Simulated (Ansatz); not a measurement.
# ZrCH3+ (triplet): from Hartree-Fock to the top rungs, def2-SVP

The task here is to estimate one member of a computed series from the others.

Computed with Ansatz 0.2.0, Gaussian basis. Level: def2-SVP, core rule «outside noble gas», up to 5 orbitals frozen.

The runs, in order: UHF; CCSD(T) on ROHF; CCSD(T) on UHF; CISD; CCSDT(Q) on ROHF; CCSDT(Q) on UHF; CASSCF and NEVPT2, 10 electrons in 10 orbitals.

14 further runs of the same task are left out: 5 that didn't finish, 9 set aside as unsound or not needed.

### The geometry

The geometry is a PBE0/def2-TZVP stationary point (not a proven minimum) of the parent state, kept for this charge and spin. No spin-orbit coupling is included. Elements past krypton take def2 core potentials.

5 atoms, charge 1, spin multiplicity 3.

Atoms are counted from 1 here; the program's logs count them from 0.

Bond lengths: Zr1–C2 2.159 Å, C2–H3 1.100 Å, C2–H4 1.098 Å, C2–H5 1.098 Å. Angles: Zr1–C2–H3 106.5°, Zr1–C2–H4 111.6°, Zr1–C2–H5 111.6°, H3–C2–H4 109.0°, H3–C2–H5 109.0°, H4–C2–H5 109.0°.

Coordinates:

```xyz
5
CH3Zr
Zr    0.0000    0.0002    0.3161
C     0.0000    0.0032   -1.8427
H    -0.0001   -1.0512   -2.1575
H     0.8937    0.4969   -2.2459
H    -0.8936    0.4971   -2.2459
```

The first run:

Input file in.yaml:

```yaml
crystal:
  periodic: [false, false, false]
  atoms:
    - {symbol: Zr, position_ang: [0.000000, 0.000213, 0.316076]}
    - {symbol: C, position_ang: [0.000000, 0.003183, -1.842652]}
    - {symbol: H, position_ang: [-0.000116, -1.051188, -2.157485]}
    - {symbol: H, position_ang: [0.893681, 0.496882, -2.245935]}
    - {symbol: H, position_ang: [-0.893571, 0.497079, -2.245935]}
basis:
  gaussian: {orbitals: def2-SVP}
total_charge: 1
magnetization: {spin_polarized: true, initial_magnetization: 2}
hamiltonian: {xc: hf}
output: {orbitals: {seedname: orbitals}}
```

On the command line:

```bash
$ ansatz run in.yaml --threads 1 --pin off --events-out ev --progress --plain --max-ram 2393MiB
```

Among the steps run: UHF; CCSD(T) on ROHF; CCSD(T) on UHF; CISD; CCSDT(Q) on ROHF; CCSDT(Q) on UHF; CASSCF and NEVPT2, 10 electrons in 10 orbitals.

One table of the session follows, with a row left open; its other results are not shown here.

| method | from RCCSDT(Q) (meV) |
| --- | --- |
| ROHF | +5809.6 |
| UHF | +5696.3 |
| RMP2 | +789.1 |
| UMP2 | +722.1 |
| RCCSD | +206.1 |
| UCCSD | +136.7 |
| RCCSD(T) | +27.2 |
| UCCSD(T) | -40.8 |
| RCCSDT | +9.0 |
| UCCSDT | -59.8 |
| RCCSDT(Q) | 0 |
| UCCSDT(Q) | -70.0 |
| CASSCF frontier | +3411.4 |
| NEVPT2 frontier | ? |

Q: Estimate the row for NEVPT2 frontier from the others.

As computed: from RCCSDT(Q) (meV): +903.0. In the column «from RCCSDT(Q) (meV)» it lies between RMP2 (+789.1) and CASSCF frontier (+3411.4).

Not comparable, so not listed: CISD (they don't share determinant, frozen orbitals or solution with the rows shown, or repeat one).

Limits of these values: Restricted and unrestricted rows rest on different reference determinants; where their highest levels disagree by more than a few hundredths of an eV, they describe different states and don't form one ladder.
